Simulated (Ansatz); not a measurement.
# BGeP (triplet): the correlation ladder, cc-pVDZ

The task here is to estimate one member of a computed series from the others.

The runs use Ansatz 0.2.0, Gaussian basis; cc-pVDZ, core rule «outside noble gas», up to 20 orbitals frozen.

To be run: UHF; CCSD(T) on ROHF; CCSD(T) on UHF; BCCD(T) on ROHF; CISD; CCSDT(Q) on ROHF; CCSDT(Q) on UHF; CASSCF and NEVPT2, 10 electrons in 11 orbitals.

32 further runs of the same task are left out: 3 for a known fault of the program, 12 that didn't finish, 17 set aside as unsound or not needed.

## The geometry

The geometry is a PBE0/def2-TZVP stationary point (not a proven minimum). No spin-orbit coupling is included. The filled d shell of Ge may be among the frozen orbitals whatever the setting's name suggests; the logs give the count.

3 atoms, charge 0, spin multiplicity 3.

Atoms are counted from 1 here; the program's logs count them from 0.

Bond lengths: B1–Ge2 2.182 Å, B1–P3 1.788 Å, Ge2–P3 2.237 Å. Angles: Ge2–B1–P3 67.8°, B1–Ge2–P3 47.7°, B1–P3–Ge2 64.5°.

As a file:

```xyz
3

B     0.0000   -1.3568   -0.9052
Ge    0.0000    0.0559    0.7577
P     0.0000    0.3424   -1.4611
```

The first run:

in.yaml

```yaml
crystal:
  periodic: [false, false, false]
  atoms:
    - {symbol: B, position_ang: [0.000000, -1.356815, -0.905184]}
    - {symbol: Ge, position_ang: [0.000000, 0.055950, 0.757740]}
    - {symbol: P, position_ang: [0.000000, 0.342363, -1.461116]}
basis:
  gaussian: {orbitals: cc-pVDZ}
magnetization: {spin_polarized: true, initial_magnetization: 2}
hamiltonian: {xc: hf}
output: {orbitals: {seedname: orbitals}}
```

Run with:

```sh
ansatz run in.yaml --threads 1 --pin off --events-out ev --progress --plain --max-ram 2393MiB
```

Steps of the session up to this table: UHF; CCSD(T) on ROHF; CCSD(T) on UHF; BCCD(T) on ROHF; CISD; CCSDT(Q) on ROHF; CCSDT(Q) on UHF; CASSCF and NEVPT2, 10 electrons in 11 orbitals.

One table of the session follows, with a row left open; its other results are not shown here.

```
        method  from UCCSDT(Q) (meV)
          ROHF               +7875.5
           UHF                     ?
          RMP2               +1195.6
          UMP2               +1297.4
          CISD               +1317.5
         RCCSD                +537.7
         UCCSD                +529.2
      RCCSD(T)                 +80.9
      UCCSD(T)                 +87.7
       BCCD(T)                 +77.1
        RCCSDT                 +47.5
        UCCSDT                 +44.8
     RCCSDT(Q)                  +6.3
     UCCSDT(Q)                     0
CASSCF valence               +4986.7
NEVPT2 valence                +935.3
```

Estimate the missing values for UHF.

As computed: from UCCSDT(Q) (meV): +7668.5. In the column «from UCCSDT(Q) (meV)» it lies between CASSCF valence (+4986.7) and ROHF (+7875.5).

With the free atoms at the same levels and basis (separate runs), the atomisation energy is 6.049 eV at UCCSDT(Q), 6.006 eV at RCCSD(T), 5.989 eV at UCCSD(T), 3.794 eV at ROHF.

To keep in mind: Restricted and unrestricted rows rest on different reference determinants; where their highest levels disagree by more than a few hundredths of an eV, they describe different states and don't form one ladder.
